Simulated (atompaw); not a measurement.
# Oxygen: generating and testing a PAW (atompaw) potential

Aim: build the potential from the settings below, then test how well it stands in for the atom: scattering, ghost states and the plane-wave cutoff that it needs.

The numbers are computed with atompaw 4.2.0.5 (PBE, scalar-relativistic, spin-unpolarised reference atom).

## (1) Starting point

Typed settings, in words:

```json
{
  "element": "oxygen (O, Z = 8)",
  "type": "PAW",
  "frozen core": "[He]",
  "valence charge": "6",
  "reference configuration": "2s2 2p4",
  "partial waves": "2s (bound): rc 0.85 bohr; 2s channel at -1.2 Ry: rc 0.85 bohr; 2p (bound): rc 1.35 bohr; 2p channel at 0.5 Ry: rc 1.35 bohr",
  "local potential": "vpsmatchnc scheme with l = 2 at 0.5 Ry, radius 1.15 bohr",
  "core correction": "smooth core density matched at 0.75 bohr",
  "augmentation charge": "sinc compensation charge, radius 1.15 bohr; PAW radius 1.35 bohr; waves and projectors: custom polynom vanderbiltortho"
}
```

The nodes and maxima of the atom's own shells, from an earlier all-electron run, set the scale for the radii.

All-electron outer shells of the reference configuration (PBE, scalar-relativistic, ld1.x):

| shell | level (eV) | outermost node (bohr) | outermost maximum (bohr) |
| --- | --- | --- | --- |
| 1s | -514.70 | – | 0.13 |
| 2s | -23.96 | 0.28 | 0.87 |
| 2p | -9.03 | – | 0.82 |

## (2) Generation

O.input

```
O 8
GGA-PBE scalarrelativistic loggrid 1500 logderivrange -4 5 226
2 2 0 0 0 0
2 1 4
0 0 0
c
v
v
1
1.35 1.15 1.15 0.75
y
-1.2
n
y
0.5
n
custom polynom vanderbiltortho sinc
2 0.5 vpsmatchnc
0.85
0.85
1.35
1.35
PWSCFOUT
UPFDX 0.0125d0 UPFXMIN -7.d0 UPFZMESH 8.d0
END
```

Started as:

```console
atompaw < O.input > O.log
```

What does the calculation give? Wanted: cutoffs for 10 and 1 mRy, occupied levels; bound ghosts; largest phase difference near zero energy, channels read; lowest eigenvalue of the overlap; share of valence orbitals outside the PAW sphere; UPF file.

**Answer**, as computed:

```
                                                quantity             value
               cutoffs for 10 and 1 mRy, occupied levels   40 Ry and 70 Ry
                                            bound ghosts   s at -179.16 eV
largest phase difference near zero energy, channels read         0.000 rad
         lowest eigenvalue of the overlap (Bessel basis)         0.173 (s)
        share of valence orbitals outside the PAW sphere  2s 28 %, 2p 36 %
                                                UPF file           written
```

In words: A bound ghost (s) makes it unfit for use: electrons can fall into a state that the atom doesn't have. By its cutoff, 40 Ry for the looser tolerance, it is of middling hardness. The slowest occupied level is 2s: taken alone it needs 50 Ry to come within 1 mRy, against 40 Ry for 2p. Near zero energy the phases of the channels with partial waves agree within 0.001 rad. All of this concerns the isolated atom, not yet a solid.
